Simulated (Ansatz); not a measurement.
# TaH5: the cost of one run

Computed with Ansatz 0.2.0 (DFT PBE, scalar-relativistic, plane waves, PAW, unless a step's input says otherwise).

1 further run of the same task is left out (it didn't finish).

### Step 1. The structure to begin with

Symmetry: P-62m, No. 189, hexagonal system. The conventional cell has a = 3.993 Å, b = 3.993 Å, c = 3.969 Å, α = 90.00°, β = 90.00°, γ = 120.00°. Around Ta (site symmetry -62m) lie 12 H at 2.31 to 2.38 Å. H (site symmetry m2m) has 10 H at 2.28 to 2.39 Å and 2 Ta at 2.38 Å as nearest neighbours. Around H (site symmetry -6) lie 9 H at 2.31 to 2.39 Å and 3 Ta at 2.31 Å.

As a file:

```cif
data_structure
_symmetry_space_group_name_H-M 'P 1'
_symmetry_Int_Tables_number 1
_cell_length_a 3.9925
_cell_length_b 3.9925
_cell_length_c 3.9692
_cell_angle_alpha 90.000
_cell_angle_beta 90.000
_cell_angle_gamma 120.000
_cell_volume 54.79
loop_
_atom_site_label
_atom_site_type_symbol
_atom_site_fract_x
_atom_site_fract_y
_atom_site_fract_z
_atom_site_occupancy
Ta1 Ta 0.00000 0.00000 0.50000 1
H1 H 0.67000 0.00000 0.00000 1
H2 H 0.33000 0.33000 0.00000 1
H3 H 0.00000 0.67000 0.00000 1
H4 H 0.66667 0.33333 0.50000 1
H5 H 0.33333 0.66667 0.50000 1
```

The cell is invented: species swapped into a database cell of MgSn5 (P-62m, No. 189), with Ta on the Mg sites and H on the Sn sites. Lengths come from tabulated atomic sizes and are only a guess.

### Step 2. A first look at the guess

The input, input.yaml:

```yaml
crystal:
  lattice:
    - [3.99253554, 0.0, 0.0]
    - [-1.99626777, 3.4576372, 0.0]
    - [0.0, 0.0, 3.96923424]
  atoms:
    - { symbol: Ta, position: [0.0, 0.0, 0.5] }
    - { symbol: H, position: [0.67000413, 0.0, 0.0] }
    - { symbol: H, position: [0.32999587, 0.32999587, 0.0] }
    - { symbol: H, position: [0.0, 0.67000413, 0.0] }
    - { symbol: H, position: [0.66666667, 0.33333333, 0.5] }
    - { symbol: H, position: [0.33333333, 0.66666667, 0.5] }
basis:
  ecutwfc: 420
kpoints:
  mp_grid: { grid: [6, 6, 4] }
hamiltonian:
  xc: pbe
scf:
  occupations: { method: gaussian, width: 0.1 }
  lower_state_search: "off"
output:
  forces: true
  stress: true
  eigenvalues: true
```

On the command line:

```console
> ansatz run input.yaml --threads 1 --pin off --max-ram 2560MiB --backend cpu --events-out ev --progress --plain --runs-dir out
```

Q: Estimate wall time and peak memory on 1 thread of Arm Neoverse V2, shared host.

About 1.2 s, with a peak of 0.29 GiB.
